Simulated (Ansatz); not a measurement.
# Al13As13 zinc blende bond sphere (Al₁₃As₁₃H₃₀): structure and electronic state

Aim: characterise Al13As13 zinc blende bond sphere (Al₁₃As₁₃H₃₀) as a singlet: its structure, frontier levels and distribution of charge.

Method: RKS PBE0-D4/def2-TZVP; program: Ansatz 0.2.0, Gaussian basis.

Levels to be run: relaxation at r2SCAN-D4/def2-SVP; a single point at PBE0-D4/def2-TZVP.

1 further run of the same task is left out (set aside as unsound or not needed). Runs told in other sessions of the task aren't counted.

## Step 1: Where the work starts

56 atoms, charge 0, spin multiplicity 1.

Atoms are counted from 1 here; the program's logs count them from 0.

Bond lengths: Al1–As14 2.502 Å, Al1–As15 2.501 Å, Al1–As17 2.495 Å, Al1–H27 1.574 Å, Al2–As14 2.447 Å, Al2–As16 2.519 Å, Al2–As18 2.513 Å, Al2–H28 1.558 Å, Al3–As14 2.498 Å, Al3–As19 2.499 Å, Al3–H29 1.560 Å, Al3–H30 1.573 Å, Al4–As17 2.495 Å, Al4–As19 2.503 Å, Al4–As20 2.501 Å, Al4–H31 1.574 Å, Al5–As18 2.514 Å, Al5–As19 2.447 Å and more. Angles: As14–Al1–As15 119.3°, As14–Al1–As17 106.5°, As14–Al1–H27 104.0°, As15–Al1–As17 106.6°, As15–Al1–H27 104.2°, As17–Al1–H27 116.9°, As14–Al2–As16 107.5°, As14–Al2–As18 95.6°, As14–Al2–H28 124.1°, As16–Al2–As18 104.4°, As16–Al2–H28 107.5°, As18–Al2–H28 115.7°, As14–Al3–As19 93.4°, As14–Al3–H29 113.0°, As14–Al3–H30 108.8°, As19–Al3–H29 112.9°, As19–Al3–H30 108.7°, H29–Al3–H30 117.4° and more.

The start is a GFN2-xTB geometry.

## Step 2: Relaxation at r2SCAN-D4/def2-SVP

in.yaml

```yaml
crystal:
  periodic: [false, false, false]
  atoms:
    - {symbol: Al, position_ang: [-2.160320, -2.169860, -0.836600]}
    - {symbol: Al, position_ang: [-2.316360, 0.839540, -3.728600]}
    - {symbol: Al, position_ang: [-5.246440, 0.905970, -0.906120]}
    - {symbol: Al, position_ang: [-2.158510, 0.834200, 2.167960]}
    - {symbol: Al, position_ang: [-2.314810, 3.730660, -0.832830]}
    - {symbol: Al, position_ang: [0.833210, -2.305820, -3.740180]}
    - {symbol: Al, position_ang: [0.888220, -5.253470, -0.889540]}
    - {symbol: Al, position_ang: [0.843610, -2.168400, 2.165030]}
    - {symbol: Al, position_ang: [3.733040, -2.307060, -0.843860]}
    - {symbol: Al, position_ang: [0.570350, 0.570450, -0.572750]}
    - {symbol: Al, position_ang: [0.839410, 3.732280, 2.307800]}
    - {symbol: Al, position_ang: [3.735070, 0.838950, 2.307890]}
    - {symbol: Al, position_ang: [0.904410, 0.898580, 5.249230]}
    - {symbol: As, position_ang: [-3.539320, -0.491190, -2.078680]}
    - {symbol: As, position_ang: [-0.482080, -3.539850, -2.086180]}
    - {symbol: As, position_ang: [-0.715520, -0.704080, -4.912290]}
    - {symbol: As, position_ang: [-0.892640, -0.900530, 0.897890]}
    - {symbol: As, position_ang: [-0.891540, 2.056540, -2.054530]}
    - {symbol: As, position_ang: [-3.540050, 2.078530, 0.492970]}
    - {symbol: As, position_ang: [-0.483680, 2.083650, 3.541690]}
    - {symbol: As, position_ang: [-0.711460, 4.908800, 0.709330]}
    - {symbol: As, position_ang: [2.054950, -0.885860, -2.063450]}
    - {symbol: As, position_ang: [2.086300, -3.540800, 0.481860]}
    - {symbol: As, position_ang: [2.087290, -0.489240, 3.539530]}
    - {symbol: As, position_ang: [4.911290, -0.710150, 0.708820]}
    - {symbol: As, position_ang: [2.060560, 2.056990, 0.884960]}
    - {symbol: H, position_ang: [-3.211400, -3.222230, -0.322790]}
    - {symbol: H, position_ang: [-2.996270, 1.728850, -4.811650]}
    - {symbol: H, position_ang: [-6.248020, 0.060790, -0.059980]}
    - {symbol: H, position_ang: [-5.850970, 1.933190, -1.932260]}
    - {symbol: H, position_ang: [-3.211060, 0.322650, 3.220280]}
    - {symbol: H, position_ang: [-2.991110, 4.812850, -1.724680]}
    - {symbol: H, position_ang: [1.725170, -2.979560, -4.824770]}
    - {symbol: H, position_ang: [0.022410, -6.219360, -0.024160]}
    - {symbol: H, position_ang: [1.902210, -5.899340, -1.903050]}
    - {symbol: H, position_ang: [0.325350, -3.224840, 3.211140]}
    - {symbol: H, position_ang: [4.819760, -2.983970, -1.730150]}
    - {symbol: H, position_ang: [1.730400, 4.816260, 2.983900]}
    - {symbol: H, position_ang: [4.816000, 1.728310, 2.991260]}
    - {symbol: H, position_ang: [0.051440, 0.049210, 6.242300]}
    - {symbol: H, position_ang: [1.930560, 1.918910, 5.864540]}
    - {symbol: H, position_ang: [-4.256610, -1.492530, -2.980210]}
    - {symbol: H, position_ang: [-1.491780, -4.251380, -2.982910]}
    - {symbol: H, position_ang: [-1.777630, -1.772340, -5.069720]}
    - {symbol: H, position_ang: [-0.591880, -0.584860, -6.409560]}
    - {symbol: H, position_ang: [0.282090, 2.771200, -2.771690]}
    - {symbol: H, position_ang: [-4.256190, 2.979800, 1.495150]}
    - {symbol: H, position_ang: [-1.487160, 2.982730, 4.258820]}
    - {symbol: H, position_ang: [-1.772580, 5.086160, 1.775800]}
    - {symbol: H, position_ang: [-0.572680, 6.403660, 0.573670]}
    - {symbol: H, position_ang: [2.769290, 0.292530, -2.771910]}
    - {symbol: H, position_ang: [2.984690, -4.253380, 1.488450]}
    - {symbol: H, position_ang: [2.985160, -1.495560, 4.255520]}
    - {symbol: H, position_ang: [5.092640, -1.774460, 1.770900]}
    - {symbol: H, position_ang: [6.405570, -0.571790, 0.568350]}
    - {symbol: H, position_ang: [2.777580, 2.769640, -0.289920]}
basis:
  gaussian: {orbitals: def2-SVP, fitting: {mean_field: def2-universal-jkfit}}
hamiltonian: {xc: r2scan, dispersion: d4}
scf: {lower_state_search: "off"}
output: {orbitals: {seedname: orbitals}}
relax: {f_tol: 0.03, max_steps: 70}
```

Command:

```bash
$ ansatz run in.yaml --threads 11 --pin off --events-out ev --progress --plain --max-ram 110592MiB --backend cuda --devices 0, --max-vram 75GiB
```

The runs that follow: Single point, PBE0-D4/def2-TZVP.

Q: Predict the results of all the runs planned. Wanted: point group; commonest bond, hydrogen aside; HOMO, LUMO at PBE0-D4/def2-TZVP; dipole at r2SCAN-D4/def2-SVP.

**Answer**, as computed:

| quantity | value |
| --- | --- |
| point group | C3v |
| commonest bond, hydrogen aside | Al–As, 37 of mean length 2.489 Å |
| HOMO, LUMO at PBE0-D4/def2-TZVP | -7.11, -1.77 eV |
| dipole at r2SCAN-D4/def2-SVP | 10.17 D |

The molecule keeps its bonding pattern by the stored test; the atoms moved 0.37 Å (rms), and the angle Al6–As16–H44 went from 92° to 108°. No usable vibrations, so a minimum isn't proven. Whether this spin is the lowest isn't tested here.
